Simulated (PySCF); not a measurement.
# C14H14O2S: the cost of one run

Programs: PySCF 2.14.0, with routines of our own; each step states its level. All values are computed. Atoms count from 0.

### Step 1. The system as given

31 atoms, charge 0, multiplicity 1; geometry from: GFN2-xTB.

### Step 2. Relaxing the molecule at PBE0-D3(BJ)/def2-SVP

Job settings and geometry (Å):

```
{"job": {"xc": "PBE0", "basis": "def2-SVP", "d3": "d3bj", "grid": 2, "kind": "geom"}, "charge": 0, "multiplicity": 1}
C      4.049351    -0.626881     1.630809
S      4.161740     0.488891     0.197186
O      4.998959    -0.135435    -0.791381
O      4.529991     1.794514     0.674022
C      2.475457     0.537212    -0.405440
C      2.073735    -0.361852    -1.372135
C      0.761207    -0.340924    -1.811934
C     -0.143845     0.574618    -1.287511
C     -1.583094     0.580324    -1.727276
C     -2.436839     0.009479    -0.622005
C     -2.414035    -1.355459    -0.363375
C     -3.168132    -1.888970     0.665657
C     -3.951825    -1.062292     1.453379
C     -3.977353     0.298672     1.205082
C     -3.222061     0.830934     0.174176
C      0.284588     1.472809    -0.313711
C      1.594174     1.457446     0.128509
H      3.703824    -1.589745     1.278305
H      3.357819    -0.193080     2.341001
H      5.037756    -0.711271     2.064618
H      2.798105    -1.050407    -1.778017
H      0.440675    -1.035282    -2.574822
H     -1.697297    -0.020748    -2.630975
H     -1.898849     1.601914    -1.945535
H     -1.801281    -2.002756    -0.974482
H     -3.145057    -2.952251     0.854865
H     -4.540891    -1.477934     2.257323
H     -4.586778     0.948849     1.815596
H     -3.251046     1.894662    -0.015933
H     -0.414526     2.186618     0.095479
H      1.953502     2.157833     0.866074
```

On the command line:

```console
$ OMP_NUM_THREADS=1 python excited_run.py task.json out
```

This one command runs all jobs of the session in turn.

Q: Estimate the wall time and peak memory of this first job on 1 thread of Intel Xeon at 2.70GHz, shared host.

About 32 min, with a peak of 1.8 GiB.
